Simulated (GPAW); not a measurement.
Ir in GPAW: the effect of functional

Ir, a slab with vacuum:

```xyz
5
Lattice="2.7149 0.0000 0.0000 -1.3574 2.3511 0.0000 0.0000 0.0000 23.8667" Properties=species:S:1:pos:R:3 pbc="T T T"
Ir    1.3574    0.7837    7.5000
Ir    0.0000    1.5674    9.7167
Ir    0.0000    0.0000   11.9334
Ir    1.3574    0.7837   14.1500
Ir    0.0000    1.5674   16.3667
```

The slab is cut from a database's or a generator's crystal, which needn't be the stable form of the element.

The cell isn't the ideal one: the (1 1 1) slab of Ir, cut from the database cell, not relaxed.

Alike in all runs:

- Program: GPAW 26.7.0
- Task: single point
- Cutoff: 450 eV
- Basis: pw
- k mesh: 11 × 11 × 1
- Occupations: fermi-dirac, width 0.05 eV
- Spin: no spin polarisation

| functional | potentials or basis | largest force (eV/Å) | work function (eV) |
| --- | --- | --- | --- |
| LDA | the program's PAW data sets (release 1.2.1) made for this functional | 0.82 | 5.86 |
| PBE | GPAW PAW data sets (gpaw-data 1.2.1) | ? | ? |
| PBEsol | PAW data sets generated in the run's folder for this functional | 0.55 | 5.64 |
| RPBE | the program's PAW data sets (release 1.2.1) made for this functional | 0.28 | 5.35 |
| r2SCAN | GPAW PAW data sets (gpaw-data 1.2.1) | 0.34 | 5.53 |
| vdW-DF-cx | GPAW PAW data sets (gpaw-data 1.2.1) | 0.28 | 5.67 |
| BEEF-vdW | GPAW PAW data sets (gpaw-data 1.2.1) | 0.27 | 5.68 |
| revPBE | the program's PAW data sets (release 1.2.1) made for this functional | 0.28 | 5.37 |
| WC | PAW data sets generated in the run's folder for this functional | 0.44 | 5.63 |

Q: What does the run with functional PBE give?

A: Largest force 0.29 eV/Å; work function 5.50 eV.

Caveats: the PAW data sets were made with another functional, which shifts forces and pressure a little (some runs).
